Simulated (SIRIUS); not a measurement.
# HPbNO4 (P1) in SIRIUS: reference runs, part 2 of 2

SIRIUS 7.12.0. The steps go on from the part before.

### Step 4. Single point, PBE

File sirius.json:

```json
{
  "control": {
    "processing_unit": "cpu",
    "verbosity": 2,
    "num_bands_to_print": 32,
    "print_forces": true,
    "print_stress": true
  },
  "parameters": {
    "electronic_structure_method": "pseudopotential",
    "xc_functionals": ["XC_GGA_X_PBE", "XC_GGA_C_PBE"],
    "gk_cutoff": 9.2,
    "pw_cutoff": 18.4,
    "ngridk": [7, 7, 5],
    "shiftk": [0, 0, 0],
    "smearing": "fermi_dirac",
    "smearing_width": 0.0018374661,
    "num_bands": 32,
    "num_mag_dims": 0,
    "num_dft_iter": 100,
    "energy_tol": 1e-08,
    "density_tol": 1e-06
  },
  "iterative_solver": {
    "type": "davidson",
    "min_tolerance": 1e-10
  },
  "mixer": {
    "type": "anderson",
    "beta": 0.7,
    "max_history": 8
  },
  "settings": {
    "tol_ne": 1e-10,
    "pseudo_grid_cutoff": 6.5
  },
  "unit_cell": {
    "lattice_vectors": [
      [7.935394634312, 0.210080853275, 0.317795242378],
      [3.620715254783, 7.353529063279, 0.237500779343],
      [3.327524246547, 2.367052046445, 12.042582085358]
    ],
    "atom_coordinate_units": "lattice",
    "atom_types": ["H", "Pb", "N", "O"],
    "atom_files": {
      "N": "N.json",
      "Pb": "Pb.json",
      "H": "H.json",
      "O": "O.json"
    },
    "atoms": {
      "H": [
        [0.89145, 0.68202, 0.62796]
      ],
      "Pb": [
        [0.14426, 0.92872, 0.88352]
      ],
      "N": [
        [0.2567, 0.28861, 0.30171]
      ],
      "O": [
        [0.83108, 0.65056, 0.78405],
        [0.38694, 0.2238, 0.11295],
        [0.31104, 0.03576, 0.45856],
        [0.07726, 0.60633, 0.32275]
      ]
    }
  }
}
```

Potentials or basis: PseudoDojo 0.4.1 PBE standard (scalar relativistic).

Command:

```bash
upf_to_json N.upf
upf_to_json Pb.upf
upf_to_json H.upf
upf_to_json O.upf
OMP_NUM_THREADS=4 sirius.scf --input=sirius.json --output=out.json --task=0
```

Log:

```text
[info] SIRIUS version : 7.12.0
[info] number of MPI ranks           : 1
[info] MPI grid                      : 1 1
[info] maximum number of OMP threads : 4
[fft] FFT context for density and potential
[fft] =====================================
[fft]   comm size                             : 1
[fft]   plane wave cutoff                     : 18.4
[fft]   grid size                             : 50 54 80   total : 216000
[fft]   grid limits                           : -24 25   -26 27   -39 40
[fft]   number of G-vectors within the cutoff : 35982
[fft]   local number of G-vectors             : 35982
[fft]   number of G-shells                    : 35982
[fft] FFT context for coarse grid
[fft] =====================================
[fft]   comm size                             : 1
[fft]   plane wave cutoff                     : 18.4
[fft]   grid size                             : 50 54 80   total : 216000
[fft]   grid limits                           : -24 25   -26 27   -39 40
[fft]   number of G-vectors within the cutoff : 35982
[fft]   local number of G-vectors             : 35982
[fft]   number of G-shells                    : 35982
[unit cell] lattice vectors
[... 551 lines left out ...]
[ground_state] ==== ultrasoft contribution from Qij =====
[ground_state] atom:    0, force:       0.0000000      0.0000000      0.0000000
[ground_state] atom:    1, force:       0.0000000      0.0000000      0.0000000
[ground_state] atom:    2, force:       0.0000000      0.0000000      0.0000000
[ground_state] atom:    3, force:       0.0000000      0.0000000      0.0000000
[ground_state] atom:    4, force:       0.0000000      0.0000000      0.0000000
[ground_state] atom:    5, force:       0.0000000      0.0000000      0.0000000
[ground_state] atom:    6, force:       0.0000000      0.0000000      0.0000000
[ground_state] ==== non-local contribution from Beta-projector =====
[ground_state] atom:    0, force:      -0.0038510      0.0071855      0.0995144
[ground_state] atom:    1, force:      -0.0029138     -0.0598184     -0.0523751
[ground_state] atom:    2, force:      -0.0011401     -0.0026976      0.0115685
[ground_state] atom:    3, force:       0.0375697      0.0160312     -0.6917954
[ground_state] atom:    4, force:      -0.0813248      0.4299691      0.9849011
[ground_state] atom:    5, force:      -0.0304004      0.8300882     -0.8385995
[ground_state] atom:    6, force:       0.1067939     -1.1770736     -0.1688475
[ground_state] ==== contribution from local potential =====
[ground_state] atom:    0, force:      -0.0484127      0.0461237      1.4227615
[ground_state] atom:    1, force:      -0.0380077     -0.9514345      0.8783832
[ground_state] atom:    2, force:      -0.0022084      0.0950557     -0.5923542
[ground_state] atom:    3, force:       0.0485077      0.2976312      0.5274075
[ground_state] atom:    4, force:      -0.3425490      1.9445006      3.2111414
[ground_state] atom:    5, force:      -0.1311918      2.9538762     -3.2219172
[ground_state] atom:    6, force:       0.4898606     -4.4285920     -1.5914629
[ground_state] ==== contribution from core density =====
[ground_state] atom:    0, force:       0.0000000      0.0000000      0.0000000
[ground_state] atom:    1, force:       0.0001653      0.0023834      0.0018347
[ground_state] atom:    2, force:      -0.0000784      0.0007516      0.0009034
[ground_state] atom:    3, force:      -0.0010852     -0.0007118      0.0196858
[ground_state] atom:    4, force:       0.0023646     -0.0123740     -0.0288408
[ground_state] atom:    5, force:       0.0009345     -0.0241104      0.0232574
[ground_state] atom:    6, force:      -0.0030315      0.0332235      0.0048366
[ground_state] ==== Ewald forces from ions =====
[ground_state] atom:    0, force:       0.0521314     -0.0531171     -1.5191103
[ground_state] atom:    1, force:       0.0407968      1.0091919     -0.8275917
[ground_state] atom:    2, force:       0.0034057     -0.0933979      0.5800172
[ground_state] atom:    3, force:      -0.0849037     -0.3134340      0.1412829
[ground_state] atom:    4, force:       0.4215545     -2.3622375     -4.1677833
[ground_state] atom:    5, force:       0.1606726     -3.7600628      4.0376157
[ground_state] atom:    6, force:      -0.5936572      5.5730574      1.7555693
[~DFT_ground_state] local op. applied: 161034
[~DFT_ground_state] evp. work count: 20208.8
[~DFT_ground_state] number of iterative solver steps: 8191
```

Run time: 4 min. Hardware: 4 threads of Intel Xeon 6975P-C (Granite Rapids), shared host; peak memory 3.4 GiB.

What came out:

```yaml
Free_energy: -4009.8892 eV
Pressure: -0.1 GPa
Largest_force: 0.178 eV/Å
Band_gap_on_the_k_mesh: 2.79 eV
```

Forces on the atoms (eV/Å):
```
H   -0.007  0.010  0.163
Pb   0.002  0.017  0.013
N   -0.001 -0.015  0.007
O    0.005 -0.025 -0.176
O    0.002 -0.007 -0.030
O    0.001 -0.011  0.018
O   -0.002  0.032  0.005
```

Caveat: spin-orbit coupling is left out, which as a rule narrows the gap of such compounds by several tenths of an eV; an odd mesh through Γ misses points on the zone boundary, where band edges often lie.

### Step 5. Single point, PBE (atoms moved at random, drawn with an rms of 0.05 Å)

sirius.json, as its differences from that of step 4:

```diff
@@ -45,6 +45,6 @@
     "atom_files": {
+      "H": "H.json",
+      "O": "O.json",
       "N": "N.json",
-      "Pb": "Pb.json",
-      "H": "H.json",
-      "O": "O.json"
+      "Pb": "Pb.json"
     },
@@ -52,15 +52,15 @@
       "H": [
-        [0.89145, 0.68202, 0.62796]
+        [0.880371, 0.670816, 0.63301]
       ],
       "Pb": [
-        [0.14426, 0.92872, 0.88352]
+        [0.143167, 0.91735, 0.887232]
       ],
       "N": [
-        [0.2567, 0.28861, 0.30171]
+        [0.265422, 0.294013, 0.301679]
       ],
       "O": [
-        [0.83108, 0.65056, 0.78405],
-        [0.38694, 0.2238, 0.11295],
-        [0.31104, 0.03576, 0.45856],
-        [0.07726, 0.60633, 0.32275]
+        [0.838865, 0.643351, 0.780962],
+        [0.380736, 0.209989, 0.11302],
+        [0.309526, 0.046767, 0.457954],
+        [0.066708, 0.602924, 0.320961]
       ]
```

Command:

```bash
upf_to_json H.upf
upf_to_json O.upf
upf_to_json N.upf
upf_to_json Pb.upf
OMP_NUM_THREADS=4 sirius.scf --input=sirius.json --output=out.json --task=0
```

Wall time 4.1 min (4 threads of AMD EPYC 9R45 (Zen 5), shared host); peak memory 3.4 GiB.

It converged, with:

```
Free energy            : -4009.7046 eV
Pressure               : 2.1 GPa
Largest force          : 2.519 eV/Å
Band gap on the k mesh : 2.78 eV
```

Forces on the atoms (eV/Å):
```
H    0.056 -0.105 -2.134
Pb   0.010  0.035 -0.059
N   -1.715 -1.648 -0.828
O   -0.108  0.138  2.201
O    0.659  0.790  0.293
O    0.651 -0.667  0.868
O    0.447  1.456 -0.341
```

Stress tensor (GPa, compression positive):
```
-0.38 -0.49  0.14
-0.49  2.61 -1.96
 0.14 -1.96  4.15
```

Caveat: spin-orbit coupling is left out, which as a rule narrows the gap of such compounds by several tenths of an eV; an odd mesh through Γ misses points on the zone boundary, where band edges often lie.
